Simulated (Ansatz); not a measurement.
**Molecular dynamics of Li4Ni3Sn5O16**

The input (input.yaml):

```yaml
crystal:
  lattice:
    - [6.110678, 0.0, 0.0]
    - [3.032743, 5.375119, 0.0]
    - [0.011487, 0.140731, 9.907486]
  atoms:
    - { symbol: Li, position: [0.35542152, 0.29022313, 0.09129004] }
    - { symbol: Li, position: [0.03314603, 0.04914812, 0.01843513] }
    - { symbol: Li, position: [0.02300004, -0.0102843, 0.50328271] }
    - { symbol: Li, position: [0.62628108, 0.71306226, 0.58282242] }
    - { symbol: Ni, position: [0.16406354, 0.15154473, 0.792855], spin: 0.8 }
    - { symbol: Ni, position: [0.32891803, 0.83979137, 0.28442534], spin: 0.8 }
    - { symbol: Ni, position: [0.81745435, 0.36883458, 0.2942744], spin: 0.8 }
    - { symbol: Sn, position: [0.17977958, 0.64219176, 0.78500904] }
    - { symbol: Sn, position: [0.3386925, 0.34274217, 0.51352395] }
    - { symbol: Sn, position: [0.66474874, 0.15295367, 0.77832873] }
    - { symbol: Sn, position: [0.81421563, 0.83373337, 0.28136981] }
    - { symbol: Sn, position: [0.64899122, 0.67032209, 0.01251165] }
    - { symbol: O, position: [0.14677128, 0.67543157, 0.40662956] }
    - { symbol: O, position: [0.49747425, 0.48519494, 0.64591577] }
    - { symbol: O, position: [0.35706445, 0.32995716, 0.89697446] }
    - { symbol: O, position: [1.01028981, 0.00105404, 0.69201998] }
    - { symbol: O, position: [0.0045496, 1.00892016, 0.1995138] }
    - { symbol: O, position: [0.69090127, 0.16778466, 0.40036684] }
    - { symbol: O, position: [0.06228898, 0.45220485, 0.66525139] }
    - { symbol: O, position: [0.47439274, 0.04769734, 0.66029768] }
    - { symbol: O, position: [0.84233163, 0.81919513, 0.89286756] }
    - { symbol: O, position: [0.20726774, 0.11577029, 0.39705753] }
    - { symbol: O, position: [0.51211274, 0.95550797, 0.14669788] }
    - { symbol: O, position: [0.9477469, 0.50448629, 0.1718505] }
    - { symbol: O, position: [0.6372325, 0.67987828, 0.38331413] }
    - { symbol: O, position: [0.32830424, 0.83705369, 0.8927117] }
    - { symbol: O, position: [0.50268797, 0.53707062, 0.17896969] }
    - { symbol: O, position: [0.81414835, 0.33629835, 0.90748756] }
magnetization:
  spin_polarized: true
basis:
  ecutwfc: 420.0
kpoints:
  mp_grid: { grid: [2, 2, 1] }
hamiltonian:
  xc: pbesol
scf:
  occupations: { method: fermi_dirac, width: 0.05 }
  lower_state_search: "off"
md:
  timestep: 1
  n_steps: 50
  ensemble: nvt_nose_hoover
  temperature: 1440.0
  initial_velocities: maxwell_boltzmann
  seed: 675112
  nose_hoover: { tau: 100.0, chain_length: 3 }
```

Launched with:

```bash
$ ansatz run input.yaml --threads 2 --pin off --max-ram 5120MiB --backend cpu --events-out ev --progress --plain --runs-dir out
```

It goes on from the last frame of an earlier run, with new velocities.

Output, in part (step lines):

```
md step     0: t =     0.00 fs  T =  1440.0 K  F+E_penalty+E_count = -56950.04675519 eV  E_kin = 5.025629 eV  conserved = -56945.02112643 eV  (32 SCF iters)
md step     1: t =     1.00 fs  T =  1447.6 K  F+E_penalty+E_count = -56950.07345666 eV  E_kin = 5.052242 eV  conserved = -56945.02121407 eV  (18 SCF iters)
md step     2: t =     2.00 fs  T =  1444.9 K  F+E_penalty+E_count = -56950.06399304 eV  E_kin = 5.042758 eV  conserved = -56945.02122946 eV  (18 SCF iters)
md step     3: t =     3.00 fs  T =  1431.9 K  F+E_penalty+E_count = -56950.01846969 eV  E_kin = 4.997289 eV  conserved = -56945.02116760 eV  (19 SCF iters)
md step     4: t =     4.00 fs  T =  1408.9 K  F+E_penalty+E_count = -56949.93826407 eV  E_kin = 4.917228 eV  conserved = -56945.02102148 eV  (18 SCF iters)
md step     5: t =     5.00 fs  T =  1376.9 K  F+E_penalty+E_count = -56949.82612022 eV  E_kin = 4.805342 eV  conserved = -56945.02078465 eV  (18 SCF iters)
md step     6: t =     6.00 fs  T =  1336.9 K  F+E_penalty+E_count = -56949.68623911 eV  E_kin = 4.665856 eV  conserved = -56945.02045148 eV  (18 SCF iters)
md step     7: t =     7.00 fs  T =  1290.7 K  F+E_penalty+E_count = -56949.52434553 eV  E_kin = 4.504517 eV  conserved = -56945.02002306 eV  (16 SCF iters)
md step     8: t =     8.00 fs  T =  1240.3 K  F+E_penalty+E_count = -56949.34768353 eV  E_kin = 4.328586 eV  conserved = -56945.01950549 eV  (17 SCF iters)
md step     9: t =     9.00 fs  T =  1188.2 K  F+E_penalty+E_count = -56949.16486205 eV  E_kin = 4.146675 eV  conserved = -56945.01891776 eV  (17 SCF iters)
md step    10: t =    10.00 fs  T =  1137.1 K  F+E_penalty+E_count = -56948.98545726 eV  E_kin = 3.968332 eV  conserved = -56945.01830594 eV  (16 SCF iters)
md step    11: t =    11.00 fs  T =  1089.8 K  F+E_penalty+E_count = -56948.81930126 eV  E_kin = 3.803342 eV  conserved = -56945.01773592 eV  (16 SCF iters)
md step    12: t =    12.00 fs  T =  1048.9 K  F+E_penalty+E_count = -56948.67547120 eV  E_kin = 3.660718 eV  conserved = -56945.01728369 eV  (16 SCF iters)
md step    13: t =    13.00 fs  T =  1016.5 K  F+E_penalty+E_count = -56948.56112791 eV  E_kin = 3.547564 eV  conserved = -56945.01701856 eV  (16 SCF iters)
md step    14: t =    14.00 fs  T =   993.7 K  F+E_penalty+E_count = -56948.48048386 eV  E_kin = 3.468065 eV  conserved = -56945.01698009 eV  (16 SCF iters)
md step    15: t =    15.00 fs  T =   980.8 K  F+E_penalty+E_count = -56948.43421534 eV  E_kin = 3.422914 eV  conserved = -56945.01716402 eV  (16 SCF iters)
md step    16: t =    16.00 fs  T =   976.9 K  F+E_penalty+E_count = -56948.41952561 eV  E_kin = 3.409377 eV  conserved = -56945.01752215 eV  (17 SCF iters)
md step    17: t =    17.00 fs  T =   980.5 K  F+E_penalty+E_count = -56948.43084157 eV  E_kin = 3.421966 eV  conserved = -56945.01798068 eV  (17 SCF iters)
md step    18: t =    18.00 fs  T =   989.5 K  F+E_penalty+E_count = -56948.46090898 eV  E_kin = 3.453517 eV  conserved = -56945.01846334 eV  (17 SCF iters)
md step    19: t =    19.00 fs  T =  1001.8 K  F+E_penalty+E_count = -56948.50195844 eV  E_kin = 3.496330 eV  conserved = -56945.01890844 eV  (17 SCF iters)
md step    20: t =    20.00 fs  T =  1015.2 K  F+E_penalty+E_count = -56948.54666783 eV  E_kin = 3.543127 eV  conserved = -56945.01927621 eV  (18 SCF iters)
md step    21: t =    21.00 fs  T =  1028.0 K  F+E_penalty+E_count = -56948.58878515 eV  E_kin = 3.587669 eV  conserved = -56945.01955337 eV  (18 SCF iters)
md step    22: t =    22.00 fs  T =  1038.7 K  F+E_penalty+E_count = -56948.62341208 eV  E_kin = 3.625052 eV  conserved = -56945.01974353 eV  (17 SCF iters)
md step    23: t =    23.00 fs  T =  1046.3 K  F+E_penalty+E_count = -56948.64703799 eV  E_kin = 3.651750 eV  conserved = -56945.01985378 eV  (18 SCF iters)
md step    24: t =    24.00 fs  T =  1050.3 K  F+E_penalty+E_count = -56948.65743666 eV  E_kin = 3.665512 eV  conserved = -56945.01989702 eV  (18 SCF iters)
md step    25: t =    25.00 fs  T =  1050.2 K  F+E_penalty+E_count = -56948.65352925 eV  E_kin = 3.665239 eV  conserved = -56945.01988336 eV  (17 SCF iters)
md step    26: t =    26.00 fs  T =  1046.1 K  F+E_penalty+E_count = -56948.63528593 eV  E_kin = 3.650886 eV  conserved = -56945.01981319 eV  (17 SCF iters)
md step    27: t =    27.00 fs  T =  1038.2 K  F+E_penalty+E_count = -56948.60369810 eV  E_kin = 3.623438 eV  conserved = -56945.01968027 eV  (17 SCF iters)
md step    28: t =    28.00 fs  T =  1027.2 K  F+E_penalty+E_count = -56948.56081272 eV  E_kin = 3.584936 eV  conserved = -56945.01948036 eV  (17 SCF iters)
md step    29: t =    29.00 fs  T =  1013.9 K  F+E_penalty+E_count = -56948.50976923 eV  E_kin = 3.538506 eV  conserved = -56945.01921539 eV  (17 SCF iters)
md step    30: t =    30.00 fs  T =   999.5 K  F+E_penalty+E_count = -56948.45473712 eV  E_kin = 3.488300 eV  conserved = -56945.01889988 eV  (17 SCF iters)
md step    31: t =    31.00 fs  T =   985.4 K  F+E_penalty+E_count = -56948.40063896 eV  E_kin = 3.439204 eV  conserved = -56945.01856887 eV  (17 SCF iters)
md step    32: t =    32.00 fs  T =   973.1 K  F+E_penalty+E_count = -56948.35258477 eV  E_kin = 3.396282 eV  conserved = -56945.01827544 eV  (16 SCF iters)
md step    33: t =    33.00 fs  T =   963.9 K  F+E_penalty+E_count = -56948.31505248 eV  E_kin = 3.363964 eV  conserved = -56945.01808014 eV  (18 SCF iters)
md step    34: t =    34.00 fs  T =   958.5 K  F+E_penalty+E_count = -56948.29099190 eV  E_kin = 3.345172 eV  conserved = -56945.01802958 eV  (17 SCF iters)
md step    35: t =    35.00 fs  T =   957.2 K  F+E_penalty+E_count = -56948.28113477 eV  E_kin = 3.340647 eV  conserved = -56945.01813765 eV  (17 SCF iters)
md step    36: t =    36.00 fs  T =   959.5 K  F+E_penalty+E_count = -56948.28377464 eV  E_kin = 3.348728 eV  conserved = -56945.01838153 eV  (17 SCF iters)
md step    37: t =    37.00 fs  T =   964.4 K  F+E_penalty+E_count = -56948.29511692 eV  E_kin = 3.365692 eV  conserved = -56945.01870786 eV  (16 SCF iters)
md step    38: t =    38.00 fs  T =   970.3 K  F+E_penalty+E_count = -56948.31007762 eV  E_kin = 3.386535 eV  conserved = -56945.01905053 eV  (16 SCF iters)
md step    39: t =    39.00 fs  T =   975.9 K  F+E_penalty+E_count = -56948.32325632 eV  E_kin = 3.405916 eV  conserved = -56945.01935282 eV  (16 SCF iters)
md step    40: t =    40.00 fs  T =   979.7 K  F+E_penalty+E_count = -56948.32979735 eV  E_kin = 3.419008 eV  conserved = -56945.01958038 eV  (18 SCF iters)
md step    41: t =    41.00 fs  T =   980.5 K  F+E_penalty+E_count = -56948.32596287 eV  E_kin = 3.422069 eV  conserved = -56945.01972017 eV  (17 SCF iters)
md step    42: t =    42.00 fs  T =   977.8 K  F+E_penalty+E_count = -56948.30937941 eV  E_kin = 3.412703 eV  conserved = -56945.01977515 eV  (18 SCF iters)
md step    43: t =    43.00 fs  T =   971.3 K  F+E_penalty+E_count = -56948.27901954 eV  E_kin = 3.389842 eV  conserved = -56945.01975705 eV  (17 SCF iters)
md step    44: t =    44.00 fs  T =   960.9 K  F+E_penalty+E_count = -56948.23502123 eV  E_kin = 3.353580 eV  conserved = -56945.01968268 eV  (17 SCF iters)
md step    45: t =    45.00 fs  T =   947.0 K  F+E_penalty+E_count = -56948.17843868 eV  E_kin = 3.304922 eV  conserved = -56945.01957082 eV  (17 SCF iters)
md step    46: t =    46.00 fs  T =   930.0 K  F+E_penalty+E_count = -56948.11099275 eV  E_kin = 3.245548 eV  conserved = -56945.01943671 eV  (18 SCF iters)
md step    47: t =    47.00 fs  T =   910.5 K  F+E_penalty+E_count = -56948.03485700 eV  E_kin = 3.177597 eV  conserved = -56945.01929034 eV  (18 SCF iters)
md step    48: t =    48.00 fs  T =   889.3 K  F+E_penalty+E_count = -56947.95249733 eV  E_kin = 3.103508 eV  conserved = -56945.01913775 eV  (18 SCF iters)
md step    49: t =    49.00 fs  T =   867.0 K  F+E_penalty+E_count = -56947.86656947 eV  E_kin = 3.025922 eV  conserved = -56945.01897996 eV  (17 SCF iters)
md step    50: t =    50.00 fs  T =   844.6 K  F+E_penalty+E_count = -56947.77987230 eV  E_kin = 2.947631 eV  conserved = -56945.01881552 eV  (17 SCF iters)
```

The run went to its last step. The conserved energy stayed within 0.15 meV per atom of its start (net change 0.082 meV per atom), so the integration is sound. The mean temperature of the second half is 33 % below the set value. A run of 0.05 ps of so small a system gives no equilibrium averages. No Hubbard correction was used and the magnetic state wasn't searched. Limits of this set-up: coarse k mesh.

Mean squared displacements from the first frame to the last, about the centre of mass: Li 0.39 Å², Ni 0.14 Å², Sn 0.04 Å², O 0.09 Å².

Last frame:

```xyz
28
Lattice="6.1107 0.0000 0.0000 3.0327 5.3751 0.0000 0.0115 0.1407 9.9075" Properties=species:S:1:pos:R:3
Li 3.034 2.054 1.712
Li -0.045 0.168 0.150
Li 0.356 -0.086 4.922
Li 6.185 3.301 5.901
Ni 1.839 0.692 7.515
Ni 4.783 4.717 2.783
Ni 6.101 1.879 2.801
Sn 2.982 3.583 7.750
Sn 2.977 1.768 5.047
Sn 4.702 0.928 7.865
Sn 7.656 4.664 2.944
Sn 5.781 3.600 0.179
O 2.888 3.749 4.186
O 4.497 2.709 6.518
O 2.798 1.768 8.622
O 6.155 -0.013 6.872
O 3.150 5.558 1.912
O 4.552 1.217 3.714
O 1.761 2.523 6.346
O 3.267 0.187 6.315
O 7.578 4.577 9.049
O 1.437 0.976 3.853
O 6.253 5.417 1.533
O 7.146 2.924 1.606
O 5.902 3.591 3.636
O 4.244 4.698 9.050
O 4.433 3.165 1.609
O 5.986 1.784 9.000
```

Run time: 18 min on 2 threads of Arm Neoverse V2, on a shared host, peak memory 1 GiB.
